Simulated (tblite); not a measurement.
# CH11FGeN2Si2: the cost of one run

Computed with tblite 0.8.0 and PySCF 2.14.0; each step states its level. No surroundings beyond the atoms listed, unless a continuum is named. Atoms count from 0, parts from 1.

### 1 The system as given

18 atoms, charge 0, multiplicity 1; geometry: distance geometry start.

### 2 Geometry optimisation with GFN2-xTB

Job settings and geometry (Å):

```
{"job": {"kind": "relax", "xc": "GFN2-xTB", "basis": "xTB"}, "charge": 0, "multiplicity": 1}
Ge     0.977211    -0.478638     1.456780
C     -0.351738    -1.866653     1.261921
N      2.117064    -0.456090    -0.058507
Si     1.473602     0.348740    -1.570583
N      0.111894     1.217353     1.621774
Si    -1.247822     1.527894     0.480804
F      1.957166    -0.807831     2.921361
H     -0.320642    -2.499471     2.093232
H     -1.273041    -1.432254     1.179351
H     -0.142174    -2.418859     0.410485
H      2.672585    -1.302325    -0.230356
H      0.992266     1.653584    -1.196248
H      2.489282     0.467406    -2.517961
H      0.396540    -0.408112    -2.058460
H     -0.034993     1.565865     2.598124
H     -1.308847     0.486269    -0.493241
H     -2.479356     1.588926     1.210923
H     -1.021721     2.753673    -0.200397
```

With the program's defaults for keys left out, this is: GFN2-xTB geometry optimisation, gas phase.

Command:

```sh
$ OMP_NUM_THREADS=1 python cluster_run.py task.json out
```

The driver reads the jobs from task.json and runs them one after another.

**Question.** How long does this first job take on 1 thread of Arm Neoverse V1, shared host?

About 12 s.
